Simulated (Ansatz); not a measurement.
# CH4SSeSi: one species, many methods

An exercise on one series of results from a longer session: the logs are not shown, and one member is left open.

The runs use Ansatz 0.2.0, Gaussian basis; functionals in def2-TZVPP, the program's frozen cores in correlated methods.

Plan: LDA (SPW92), PBE-D4, revPBE-D4, BLYP-D4, r2SCAN-D4, B97M-V, PBE0-D4, B3LYP-D4, r2SCANh-D4, r2SCAN0-D4, HSE06-D4, BHLYP-D4, CAM-B3LYP-D4, LC-ωPBE, ωB97X-V, ωB97M-V, B2PLYP, PBE-QIDH; CCSD(T)/def2-SVP; CCSD(T)/def2-TZVPP; MP2/def2-QZVPP; extrapolation to the limit; RPA on PBE.

## The geometry

The geometry comes from an earlier relaxation with PBE0-D4 in a triple-zeta def2 set; it is a stationary point, not always the lowest conformer.

8 atoms, charge 0, spin multiplicity 1.

Atoms are counted from 1 here; the program's logs count them from 0.

Bond lengths: Si1–C2 1.883 Å, Si1–H5 1.481 Å, Si1–H6 1.491 Å, Si1–H7 1.481 Å, C2–S3 1.711 Å, C2–Se4 1.778 Å, S3–H8 1.348 Å. Angles: C2–Si1–H5 108.7°, C2–Si1–H6 109.7°, C2–Si1–H7 108.6°, H5–Si1–H6 109.6°, H5–Si1–H7 110.9°, H6–Si1–H7 109.4°, Si1–C2–S3 121.7°, Si1–C2–Se4 116.9°, S3–C2–Se4 121.4°, C2–S3–H8 98.5°.

The first run:

in.yaml

```yaml
crystal:
  periodic: [false, false, false]
  atoms:
    - {symbol: Si, position_ang: [0.206216, 0.962981, -0.121275]}
    - {symbol: C, position_ang: [-0.179020, -0.854004, -0.432710]}
    - {symbol: S, position_ang: [-0.361122, -1.968048, 0.853718]}
    - {symbol: Se, position_ang: [-0.336704, -1.362087, -2.128775]}
    - {symbol: H, position_ang: [-0.864856, 1.786868, -0.726738]}
    - {symbol: H, position_ang: [0.264426, 1.220169, 1.346716]}
    - {symbol: H, position_ang: [1.520499, 1.276847, -0.728075]}
    - {symbol: H, position_ang: [-0.157238, -1.119627, 1.881339]}
basis:
  gaussian: {orbitals: def2-TZVPP}
hamiltonian: {xc: lda}
output: {orbitals: {seedname: orbitals}}
```

Run with:

```
> ansatz run in.yaml --threads 4 --pin off --events-out ev --progress --plain --max-ram 10444MiB
```

Steps of the session up to this table: LDA; PBE-D4 (GGA); revPBE-D4 (GGA); BLYP-D4 (GGA); r2SCAN-D4 (meta-GGA); B97M-V (meta-GGA); PBE0-D4 (hybrid); B3LYP-D4 (hybrid); r2SCANh-D4 (hybrid); r2SCAN0-D4 (hybrid); HSE06-D4 (hybrid); BHLYP-D4 (hybrid); CAM-B3LYP-D4 (range-separated); LC-ωPBE (range-separated); ωB97X-V (range-separated); ωB97M-V (range-separated); B2PLYP (double hybrid); PBE-QIDH (double hybrid).

One table of the session follows, with a row left open; its other results are not shown here.

It belongs to the step «Orbital energies across the functionals». 

| functional | HOMO (eV) | LUMO (eV) | gap (eV) |
| --- | --- | --- | --- |
| LDA (SPW92) | -5.36 | -3.71 | 1.65 |
| PBE-D4 | -5.22 | -3.54 | 1.68 |
| revPBE-D4 | -5.16 | -3.47 | 1.69 |
| BLYP-D4 | -5.04 | -3.37 | 1.67 |
| r2SCAN-D4 | -5.43 | -3.52 | 1.91 |
| B97M-V | -5.56 | -3.49 | 2.07 |
| PBE0-D4 | ? | ? | ? |
| B3LYP-D4 | -6.08 | -2.94 | 3.14 |
| r2SCANh-D4 | -5.84 | -3.23 | 2.61 |
| r2SCAN0-D4 | -6.46 | -2.80 | 3.66 |
| HSE06-D4 | -5.93 | -3.17 | 2.75 |
| BHLYP-D4 | -7.27 | -1.86 | 5.40 |
| CAM-B3LYP-D4 | -7.56 | -1.73 | 5.83 |
| LC-ωPBE | -8.92 | -0.79 | 8.13 |
| ωB97X-V | -8.58 | -0.79 | 7.79 |
| ωB97M-V | -8.44 | -0.82 | 7.62 |

Q: Estimate the row for PBE0-D4 from the others.

As computed: HOMO (eV): -6.32; LUMO (eV): -2.80; gap (eV): 3.52. In the column «HOMO (eV)» it lies between r2SCAN0-D4 (-6.46) and B3LYP-D4 (-6.08).
